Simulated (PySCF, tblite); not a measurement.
# C5H6B2F2S: geometry, infrared bands and NMR shifts

Aim: predict the infrared bands and NMR shifts of C5H6B2F2S (`FB(F)CBc1cccs1`).

The runs use tblite 0.8.0 and PySCF 2.14.0, with density-fitted response routines of our own; the level of theory stands in each step. All values are computed, except where a source is named. Atoms are numbered from 0 throughout.

### Step 1. The molecule as given

16 atoms, charge 0, multiplicity 1; geometry from: force field or distance geometry start.

Bonds of the start (Å): F0–B1 1.45, B1–F2 1.43, B1–C3 1.60, C3–B4 1.59, B4–C5 1.55, C5–C6 1.37, C6–C7 1.34, C7–C8 1.36, C8–S9 1.82, S9–C5 1.81, C3–H10 1.10, C3–H11 1.13, B4–H12 1.20, C6–H13 1.12, C7–H14 1.13, C8–H15 1.07.

### Step 2. Optimising the geometry with GFN2-xTB

Job settings and geometry (Å):

```
{"job": {"kind": "relax", "xc": "GFN2-xTB", "basis": "xTB"}, "charge": 0, "multiplicity": 1}
F     -2.796600    -1.003500    -1.760000
B     -2.649100     0.169500    -0.925000
F     -2.779900     1.513500    -1.402500
C     -2.104400    -0.050700     0.566900
B     -0.875700    -1.065100     0.592400
C      0.582400    -0.601300     0.363300
C      1.186600     0.523800     0.846600
C      2.474800     0.781900     0.570400
C      3.192200    -0.074100    -0.203000
S      1.948900    -1.351700    -0.562600
H     -1.874100     0.902200     1.066800
H     -2.933500    -0.516700     1.184800
H     -1.146400    -2.176900     0.952800
H      0.584400     1.220400     1.488100
H      2.967900     1.715800     0.967700
H      4.214800     0.021800    -0.490700
```

Launch:

```sh
$ OMP_NUM_THREADS=1 python probes_run.py task.json out
```

One launch serves the whole session: the jobs run in the order shown.

**Question.** This job is followed by: GFN2-xTB harmonic vibrations, gas phase; GIAO PBE0/pcSseg-1 NMR shielding, non-relativistic, gas phase. Predict these results of the whole session: strongest single infrared mode (GFN2-xTB); zero-point energy (GFN2-xTB); 13C shifts against TMS (PBE0/pcSseg-1); 1H shifts against TMS (PBE0/pcSseg-1, means over atoms taken as alike); 19F shifts against CFCl3 (PBE0/pcSseg-1, means over atoms taken as alike); 11B shifts against BF3·OEt2 (PBE0/pcSseg-1); 33S shifts against CS2 (PBE0/pcSseg-1); surface potential, 1st and 99th percentile.

**Answer**, as computed:

```
                                                                 quantity                                 value
                                strongest single infrared mode (GFN2-xTB)                 1270 cm⁻¹, 405 km/mol
                                             zero-point energy (GFN2-xTB)                         65.4 kcal/mol
                                   13C shifts against TMS (PBE0/pcSseg-1)  157.4, 152.3, 147.2, 133.4, 19.0 ppm
   1H shifts against TMS (PBE0/pcSseg-1, means over atoms taken as alike)      8.43, 8.06, 7.53, 6.93, 2.10 ppm
19F shifts against CFCl3 (PBE0/pcSseg-1, means over atoms taken as alike)                             -64.0 ppm
                              11B shifts against BF3·OEt2 (PBE0/pcSseg-1)                        61.9, 27.3 ppm
                                   33S shifts against CS2 (PBE0/pcSseg-1)                               286 ppm
                                    surface potential, 1st and 99th percentile                    -0.84 V and 1.42 V
```

**Reading.** Relaxing lowered the energy by 1.620 eV in 142 steps; the close pair that moved most is F0–B1, from 1.447 to 1.320 Å. All 42 modes are real, so the xTB geometry is a minimum. The strongest single mode, at 1270 cm⁻¹, moves mainly B1. GFN2-xTB is a fitted tight-binding method: band positions and strengths are rough. Its intensities can rank the bands wrongly. At PBE0/pcSseg-1: Shielding is most anisotropic at S9 (span 315 ppm, paramagnetic term -839 ppm). NICS(1)zz of -28 ppm above the planar ring from C5 marks a diatropic (aromatic) ring current. By nearest atom (PBE0/pcSseg-1), the HOMO sits on C5 34 %; C8 27 % and the LUMO on B4 30 %; C6, C8 about 13 % each.
